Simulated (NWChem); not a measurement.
**Si2H5O2F (SMILES O[SiH2]O[SiH2]F): levels of theory compared**

Aim: a comparison of 3 runs (HF/STO-3G, HF/3-21G, B3LYP/6-31G*) of Si2H5O2F. 

The results are computed with NWChem 7.3.0.

### Step 1. The system as given

Si2H5O2F has 10 atoms, charge 0, and is taken as a singlet. SMILES: `O[SiH2]O[SiH2]F`. The coordinates come from a PBE0-D4/def2-TZVP relaxation. This is one conformer, not always the lowest.

Bond lengths: O1–Si2 1.635 Å, Si2–O3 1.636 Å, O3–Si4 1.618 Å, Si4–F5 1.593 Å, O1–H6 0.958 Å, Si2–H7 1.478 Å, Si2–H8 1.482 Å, Si4–H9 1.480 Å, Si4–H10 1.477 Å. Some angles: O1–Si2–O3 111.3°, Si2–O3–Si4 148.5°, O3–Si4–F5 109.0°, O1–Si2–H7 105.5°, O1–Si2–H8 111.0°, O3–Si2–H7 109.7°, O3–Si2–H8 106.5°, Si2–O1–H6 118.5°, O3–Si4–H9 110.7°, O3–Si4–H10 109.1°.

### Step 2. Energy and forces at HF/STO-3G (run 1)

Input file run.py:

```python
from ase import Atoms
from ase.calculators.nwchem import NWChem

atoms = Atoms(['O', 'Si', 'O', 'Si', 'F', 'H', 'H', 'H', 'H', 'H'], positions=[
    [-2.158300, -0.579000, -0.845900],
    [-1.043400, -0.764700, 0.335700],
    [0.119500, 0.382400, 0.240200],
    [1.640000, 0.777500, -0.146500],
    [2.523000, 0.803700, 1.179100],
    [-2.774100, 0.152100, -0.783100],
    [-0.447200, -2.098800, 0.111700],
    [-1.661800, -0.627800, 1.675300],
    [2.231300, -0.236500, -1.047800],
    [1.654100, 2.140000, -0.715700],
])

calc = NWChem(
    label='fh5o2si2',
    theory='scf',
    memory='2200 mb',
    basis='STO-3G',
    basispar='spherical bse',
    scf={'nopen': '0', 'rhf': None, 'thresh': '1e-08', 'maxiter': '80'},
)
atoms.calc = calc

forces = atoms.get_forces()
print("Total energy (eV):", round(atoms.get_potential_energy(), 6))
print("forces (eV/A):")
for s, f in zip(atoms.symbols, forces):
    print(f"{s:2s} {f[0]:10.5f} {f[1]:10.5f} {f[2]:10.5f}")
print("dipole (e A):", atoms.get_dipole_moment().round(4))
```

Command:

```sh
$ export ASE_NWCHEM_COMMAND="nwchem PREFIX.nwi > PREFIX.nwo"
$ python run.py
```

The log of the run:

```text
Total energy (eV): -22310.97459
forces (eV/A):
O     0.36391   -1.39441   -1.25460
Si    1.29357   -0.24821    1.60092
O    -0.44532   -0.06957    0.06248
Si   -0.34910   -0.12645   -1.79453
F     0.32694   -0.03049    0.69924
H    -0.55567    1.19639    0.61850
H    -0.71358    1.23274    0.30339
H     0.60179   -0.29671   -1.30802
H    -0.53299    1.11118    0.70752
H     0.01039   -1.37446    0.36510
dipole (e A): [-0.1375  0.0728 -0.0335]
```

The calculator wrote fh5o2si2.nwi:

```
title "fh5o2si2"

permanent_dir fh5o2si2

scratch_dir fh5o2si2

start fh5o2si2

geometry units angstrom nocenter noautosym noautoz
  O  -2.1583000000000001e+00 -5.7899999999999996e-01 -8.4589999999999999e-01
  Si -1.0434000000000001e+00 -7.6470000000000005e-01 3.3570000000000000e-01
  O  1.1950000000000000e-01 3.8240000000000002e-01 2.4020000000000000e-01
  Si 1.6399999999999999e+00 7.7749999999999997e-01 -1.4649999999999999e-01
  F  2.5230000000000001e+00 8.0369999999999997e-01 1.1791000000000000e+00
  H  -2.7740999999999998e+00 1.5210000000000001e-01 -7.8310000000000002e-01
  H  -4.4719999999999999e-01 -2.0988000000000002e+00 1.1169999999999999e-01
  H  -1.6617999999999999e+00 -6.2780000000000002e-01 1.6753000000000000e+00
  H  2.2313000000000001e+00 -2.3649999999999999e-01 -1.0478000000000001e+00
  H  1.6540999999999999e+00 2.1400000000000001e+00 -7.1570000000000000e-01
end

memory 2200 mb

basis spherical bse noprint
   * library STO-3G
end

scf
  nopen 0
  rhf
  thresh 1e-08
  maxiter 80
end

task scf gradient
```

fh5o2si2.nwo:

```text
Northwest Computational Chemistry Package (NWChem) 7.3.0
             --------------------------------------------------------

           Job information
           ---------------

    nwchem branch   = 7.3.0
    use scalapack   = T
    input           = fh5o2si2.nwi
    prefix          = fh5o2si2.
    data base       = fh5o2si2/fh5o2si2.db
    status          = startup
    nproc           =        1

           Memory information
           ------------------

    heap     =     72089596 doubles =      550.0 Mbytes
    stack    =     72089601 doubles =      550.0 Mbytes
    global   =    144179200 doubles =     1100.0 Mbytes (distinct from heap & stack)
    total    =    288358397 doubles =     2200.0 Mbytes
    verify   = yes
    hardfail = no

[... 138 lines left out ...]
 Convergence threshold     :          1.000E-08
[... 12 lines left out ...]
       Final RHF  results
[... 3 lines left out ...]
      One-electron energy =  -1759.642524148432
[... 1 line left out ...]
 Nuclear repulsion energy =    308.392736538526
[... 46 lines left out ...]
                       ROHF Final Molecular Orbital Analysis
[... 235 lines left out ...]
                         RHF ENERGY GRADIENTS

    atom               coordinates                        gradient
                 x          y          z           x          y          z
   1 O      -4.078596  -1.094151  -1.598519   -0.007077   0.027117   0.024398
   2 Si     -1.971740  -1.445073   0.634381   -0.025156   0.004827  -0.031133
   3 O       0.225822   0.722631   0.453912    0.008660   0.001353  -0.001215
[... 6 lines of this table left out ...]
  10 H       3.125796   4.044014  -1.352477   -0.000202   0.026729  -0.007100

                 ----------------------------------------
                 |  Time  |  1-e(secs)   |  2-e(secs)   |
                 ----------------------------------------
                 |  CPU   |       0.00   |       0.31   |
                 ----------------------------------------
                 |  WALL  |       0.00   |       0.31   |
                 ----------------------------------------

 Task  times  cpu:        2.0s     wall:        2.0s
 Total times  cpu:        2.0s     wall:        2.0s
```

Wall time 2.9 s (1 thread of AMD EPYC 9R45 (Zen 5), shared host); peak memory 0.1 GiB.

### Step 3. Energy and gradient at HF/3-21G (run 2)

Input file fh5o2si2.nw:

```
start fh5o2si2
memory 2200 mb

geometry units angstroms noautosym nocenter noautoz
  O       -2.158300      -0.579000      -0.845900
  Si      -1.043400      -0.764700       0.335700
  O        0.119500       0.382400       0.240200
  Si       1.640000       0.777500      -0.146500
  F        2.523000       0.803700       1.179100
  H       -2.774100       0.152100      -0.783100
  H       -0.447200      -2.098800       0.111700
  H       -1.661800      -0.627800       1.675300
  H        2.231300      -0.236500      -1.047800
  H        1.654100       2.140000      -0.715700
end

basis spherical bse
  * library 3-21G
end

scf
  singlet
  rhf
  thresh 1e-08
  maxiter 80
end

task scf gradient
```

Command:

```sh
$ nwchem fh5o2si2.nw > fh5o2si2.out
```

The log of the run:

```text
[...]
  functions       =    63
[...]
  wavefunction    = RHF
[...]
         Total SCF energy =   -825.698059491905
      One-electron energy =  -1760.301788060296
      Two-electron energy =    626.210992029863
 Nuclear repulsion energy =    308.392736538527
        Time for solution =      1.9s
[...]
                         RHF ENERGY GRADIENTS
    atom               coordinates                        gradient
                 x          y          z           x          y          z
   1 O      -4.078596  -1.094151  -1.598519    0.015447  -0.006073   0.009098
   2 Si     -1.971740  -1.445073   0.634381   -0.008734   0.014592  -0.022069
   3 O       0.225822   0.722631   0.453912    0.001538   0.006604   0.001159
   4 Si      3.099151   1.469262  -0.276845   -0.001959  -0.015043   0.026220
   5 F       4.767779   1.518773   2.228176   -0.015708   0.000390  -0.023706
   6 H      -5.242289   0.287427  -1.479844    0.008341  -0.002764   0.009278
   7 H      -0.845085  -3.966157   0.211082   -0.000076  -0.001849  -0.001710
   8 H      -3.140347  -1.186370   3.165858    0.000479   0.002390   0.001516
   9 H       4.216546  -0.446920  -1.980055    0.002181  -0.001477  -0.000669
  10 H       3.125796   4.044014  -1.352477   -0.001510   0.003230   0.000883
[...]
```

Run time: 2.9 s. Hardware: 1 thread of AMD EPYC 9R45 (Zen 5), shared host; peak memory 0.1 GiB.

### Step 4. Energy and forces at B3LYP/6-31G(d) (Cartesian functions) (run 3)

run.py: that of step 2 with these lines changed.

```diff
@@ -3,3 +3,3 @@
 
-atoms = Atoms(['O', 'Si', 'O', 'Si', 'F', 'H', 'H', 'H', 'H', 'H'], positions=[
+atoms = Atoms('OSiOSiFHHHHH', positions=[
     [-2.158300, -0.579000, -0.845900],
@@ -18,7 +18,6 @@
     label='fh5o2si2',
-    theory='scf',
+    theory='dft',
     memory='2200 mb',
-    basis='STO-3G',
-    basispar='spherical bse',
-    scf={'nopen': '0', 'rhf': None, 'thresh': '1e-08', 'maxiter': '80'},
+    basis='6-31G*',
+    dft={'xc': 'b3lyp', 'mult': '1', 'grid': 'fine', 'convergence': 'energy 1e-08', 'iterations': '100', 'mulliken': None},
 )
@@ -27,3 +26,4 @@
 forces = atoms.get_forces()
-print("Total energy (eV):", round(atoms.get_potential_energy(), 6))
+e = atoms.get_potential_energy()
+print(f"E = {e:.6f} eV")
 print("forces (eV/A):")
```

Command:

```sh
$ export ASE_NWCHEM_COMMAND="nwchem PREFIX.nwi > PREFIX.nwo"
$ python run.py
```

The log of the run:

```text
E = -22652.466352 eV
forces (eV/A):
O    -0.18152   -0.33429   -0.49622
Si   -0.01856   -0.39641    0.40078
O    -0.17088    0.24441    0.09518
Si    0.33316    0.15242   -0.43842
F     0.35445    0.02479    0.48409
H    -0.26631    0.34864    0.03970
H    -0.01522   -0.03116    0.00807
H    -0.01368   -0.02417    0.05291
H    -0.01116   -0.02005   -0.07780
H    -0.01034    0.03589   -0.06824
dipole (e A): [-0.2837  0.1502 -0.1095]
```

The calculator wrote fh5o2si2.nwi:

```
title "fh5o2si2"

permanent_dir fh5o2si2

scratch_dir fh5o2si2

start fh5o2si2

geometry units angstrom nocenter noautosym noautoz
  O  -2.1583000000000001e+00 -5.7899999999999996e-01 -8.4589999999999999e-01
  Si -1.0434000000000001e+00 -7.6470000000000005e-01 3.3570000000000000e-01
  O  1.1950000000000000e-01 3.8240000000000002e-01 2.4020000000000000e-01
  Si 1.6399999999999999e+00 7.7749999999999997e-01 -1.4649999999999999e-01
  F  2.5230000000000001e+00 8.0369999999999997e-01 1.1791000000000000e+00
  H  -2.7740999999999998e+00 1.5210000000000001e-01 -7.8310000000000002e-01
  H  -4.4719999999999999e-01 -2.0988000000000002e+00 1.1169999999999999e-01
  H  -1.6617999999999999e+00 -6.2780000000000002e-01 1.6753000000000000e+00
  H  2.2313000000000001e+00 -2.3649999999999999e-01 -1.0478000000000001e+00
  H  1.6540999999999999e+00 2.1400000000000001e+00 -7.1570000000000000e-01
end

memory 2200 mb

basis noprint
   * library 6-31G*
end

dft
  xc b3lyp
  mult 1
  grid fine
  convergence energy 1e-08
  iterations 100
  mulliken
end

task dft gradient
```

fh5o2si2.nwo:

```text
Northwest Computational Chemistry Package (NWChem) 7.3.0
             --------------------------------------------------------

           Job information
           ---------------

    nwchem branch   = 7.3.0
    use scalapack   = T
    input           = fh5o2si2.nwi
    prefix          = fh5o2si2.
    data base       = fh5o2si2/fh5o2si2.db
    status          = startup
    nproc           =        1

           Memory information
           ------------------

    heap     =     72089596 doubles =      550.0 Mbytes
    stack    =     72089601 doubles =      550.0 Mbytes
    global   =    144179200 doubles =     1100.0 Mbytes (distinct from heap & stack)
    total    =    288358397 doubles =     2200.0 Mbytes
    verify   = yes
    hardfail = no

[... 109 lines left out ...]
  convergence criterion.
[... 41 lines left out ...]
          Spatial weights used:  Erf1
[... 74 lines left out ...]
         Total DFT energy =     -832.462790807878
[... 3 lines left out ...]
 Nuclear repulsion energy =      308.392736538526
[... 718 lines left out ...]
          Convergence on gradient requested:  5.00D-04
[... 28 lines left out ...]
          total energy or number of iterations.
[... 26 lines left out ...]
                         DFT ENERGY GRADIENTS

    atom               coordinates                        gradient
                 x          y          z           x          y          z
   1 O      -4.078596  -1.094151  -1.598519    0.003530   0.006501   0.009650
   2 Si     -1.971740  -1.445073   0.634381    0.000361   0.007709  -0.007794
   3 O       0.225822   0.722631   0.453912    0.003323  -0.004753  -0.001851
[... 6 lines of this table left out ...]
  10 H       3.125796   4.044014  -1.352477    0.000201  -0.000698   0.001327

                 ----------------------------------------
                 |  Time  |  1-e(secs)   |  2-e(secs)   |
                 ----------------------------------------
                 |  CPU   |       0.01   |       2.54   |
                 ----------------------------------------
                 |  WALL  |       0.01   |       2.54   |
                 ----------------------------------------

 Task  times  cpu:       18.8s     wall:       18.8s
 Total times  cpu:       18.8s     wall:       18.8s
```

Run time: 20 s. Hardware: 1 thread of AMD EPYC 9R45 (Zen 5), shared host; peak memory 0.14 GiB.

### Step 5. Overview of the runs

| run | level | Cartesian functions | iteration cap | energy (Eh) | dipole moment (D) | HOMO energy (eV) | LUMO energy (eV) | wall time |
| --- | --- | --- | --- | --- | --- | --- | --- | --- |
| 1 | HF/STO-3G | no | 80 | -819.913200 | 0.76 | -8.72 | 11.80 | 2.9 s |
| 2 | HF/3-21G | no | 80 | -825.698059 | 1.63 | -12.30 | 5.06 | 2.9 s |
| 3 | B3LYP/6-31G* (Cartesian functions) | yes | 100 | -832.462791 | 1.63 | -8.53 | 0.73 | 20 s |

### Step 6. Results

```
                       quantity          value
            run 3: total energy  -832.46279 Eh
           run 3: dipole moment         1.63 D
             run 3: HOMO energy       -8.53 eV
             run 3: LUMO energy        0.73 eV
           run 3: HOMO–LUMO gap        9.27 eV
run 3: largest force on an atom     0.625 eV/Å
```

In words: The dipole moment (its size) runs from 0.76 D (HF/STO-3G) to 1.63 D (HF/3-21G). The HOMO–LUMO gap runs from 9.27 eV (B3LYP/6-31G*) to 20.51 eV (HF/STO-3G). The two ends differ in method and basis. In run 1 the basis is minimal, so the values are rough. All runs together took 26 s, the longest 20 s.
